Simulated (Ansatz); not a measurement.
Task: a rigid scan of one bond length of CH5FSeSi, SMILES C[SiH](F)[SeH], with Ansatz's Python interface. Give the script and its output. Level of theory (for the species named): MP2, def2-SVP basis, multiplicity 1.

The script reads `ch5fsesi.xyz`:
```text
9

C     0.03600    0.53960   -1.01360
Si    0.37430   -0.70450    0.26860
F     1.75450   -0.26480    1.07280
Se   -1.27600   -0.82190    1.74760
H    -0.93830    0.29130   -1.57950
H    -0.15700    1.58540   -0.53730
H     0.85430    0.65140   -1.74320
H     0.60790   -1.99010   -0.38570
H    -1.16720    0.66730    2.15330
```

`scan_ch5fsesi.py`
```python
'''Potential curve of CH5FSeSi along one bond.'''

import ansatz as az
import numpy as np

BASIS = 'def2-SVP'
METHOD = 'mp2'

system = az.Crystal.molecule_from_extxyz('ch5fsesi.xyz')

symbols = [site.symbol for site in system.cartesian_sites]
start = np.array([site.position_ang for site in system.cartesian_sites])
axis = (start[7] - start[1]) / np.linalg.norm(start[7] - start[1])
moving = [7]
lengths, energies = [1.286, 1.344, 1.403, 1.461, 1.52, 1.578, 1.637, 1.724], []
for length in lengths:
    xyz = start.copy()
    xyz[moving] += (length - np.linalg.norm(start[7] - start[1])) * axis
    point = az.Crystal.molecule()
    for symbol, xyz in zip(symbols, xyz):
        point = point.atom(symbol, xyz.tolist())
    job = point.calculation()
    job = job.basis(gaussian=BASIS).correlation(METHOD)
    r = job.run(threads=1, backend='cpu').report
    energies.append(r['free_energy_ev'])
    print(f'r = {length:6.3f} A  E = {energies[-1]:.5f} eV  <S^2> = {abs(r["mean_field"]["state"]["spin_squared"]):.3f}')

# quartic fit about the minimum
fit = np.polynomial.Polynomial.fit(lengths, np.array(energies) - min(energies), 4).convert()
roots = [r.real for r in fit.deriv().roots() if abs(r.imag) < 1e-9 and fit.deriv(2)(r.real) > 0]
r_e = min(roots, key=lambda r: abs(r - lengths[int(np.argmin(energies))]))
print(f'minimum of the fit at {r_e:.4f} A, force constant {fit.deriv(2)(r_e):.2f} eV/A^2')
```

`python scan_ch5fsesi.py` gives:
```text
r =  1.286 A  E = -76987.37831 eV  <S^2> = 0.000
r =  1.344 A  E = -76987.64207 eV  <S^2> = 0.000
r =  1.403 A  E = -76987.79238 eV  <S^2> = 0.000
r =  1.461 A  E = -76987.84875 eV  <S^2> = 0.000
r =  1.520 A  E = -76987.83356 eV  <S^2> = 0.000
r =  1.578 A  E = -76987.76345 eV  <S^2> = 0.000
r =  1.637 A  E = -76987.64926 eV  <S^2> = 0.000
r =  1.724 A  E = -76987.42390 eV  <S^2> = 0.000
minimum of the fit at 1.4761 A, force constant 19.68 eV/A^2
```

What to keep in mind:
- Total energies depend on the basis set; only differences at equal settings carry meaning.
- The rest of the molecule is held rigid at a force-field or estimated start geometry, and the basis set is modest; single-reference methods fail as a bond breaks.
- The orbitals are restricted, so S² is zero by construction.
- S² is that of the Hartree-Fock reference.
- Run time: 19 s on 1 thread of Arm Neoverse V2, on a shared host, peak memory 0.27 GiB.

(Lines on the test bed's own set-up are left out of the output.)
